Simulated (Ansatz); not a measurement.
What does this script print? It uses Ansatz 0.2.0 through its Python package.

Script `xc.py`:
```python
# -*- coding: utf-8 -*-
"""One structure of Ta under several functionals."""

import ansatz
import pandas as pd

cell = (
    ansatz.Lattice.of((22.709111, 0.0, 0.0), (0.0, 22.709111, 0.0), (0.0, 0.0, 2.37728))
    .atom("Ta", (0.318629, 0.818629, 0.0))
    .atom("Ta", (0.681371, 0.181371, 0.0))
    .atom("Ta", (0.181371, 0.318629, 0.0))
    .atom("Ta", (0.818629, 0.681371, 0.0))
)

model = (
    cell.calculation()
    .basis(510)
    .kpoints(mesh=(2, 2, 11), center="gamma")
    .occupations("fermi_dirac")
)

rows = []
for value in ["lda", "blyp", "pbesol"]:
    report = model.functional(value).run(threads=1, backend="cpu").report
    rows.append((value, report["free_energy_ev"] / len(report["lattice"]["sites"]), report["n_iterations"], report["n_kpoints"]))

table = pd.DataFrame(rows, columns=["functional", "F/atom (eV)", "iterations", "k-points"])
print(table.round(5).to_string(index=False))
```

Running `python xc.py` prints:
```text
functional  F/atom (eV)  iterations  k-points
       lda  -9676.98239           7        18
      blyp  -9951.90356           8        18
    pbesol  -9800.97462           8        18
```

Notes:
- The cell holds layers, chains or clusters in vacuum, no bulk phase.
- BLYP can be off by several per cent in the lattices of metals, and by several GPa in the pressure at a fixed cell.
- Points of the mesh across the vacuum add cost only.
- Spin-orbit coupling, which matters for elements this heavy, is left out.
- This isn't the structure that Ta takes at ambient conditions.
- Total energies of different functionals can't be compared; pressures, moments and gaps at this one structure can.
- The whole script took 2 min on 1 thread of Intel(R) Xeon(R) 6975P-C (Granite Rapids), on a shared host, peak memory 1.8 GiB.
